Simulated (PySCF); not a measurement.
# BrGa (Gallium Monobromide): the cost of one run

Programs: PySCF 2.14.0, with routines of our own; each step states its level. All values are computed. Atoms count from 0.

## Step 1: The starting structure

2 atoms, charge 0, multiplicity 1; geometry from: GFN2-xTB.

## Step 2: Relaxing the molecule at PBE0-D3(BJ)/def2-SVP

What the job is given:

```
{"job": {"xc": "PBE0", "basis": "def2-SVP", "d3": "d3bj", "grid": 1, "maxiter": 30, "shake": 0.01, "kind": "geom"}, "charge": 0, "multiplicity": 1}
Ga     1.222410    -0.028970     0.001960
Br    -1.204920     0.000150    -0.014090
```

Launch:

```sh
> OMP_NUM_THREADS=1 python heavy_run.py task.json out
```

The driver reads the jobs from task.json and runs them one after another.

**Question.** How long does this first job take on 1 thread of Arm Neoverse V1, shared host, and how much memory does it need?

About 5.8 s, with a peak of 0.29 GiB.
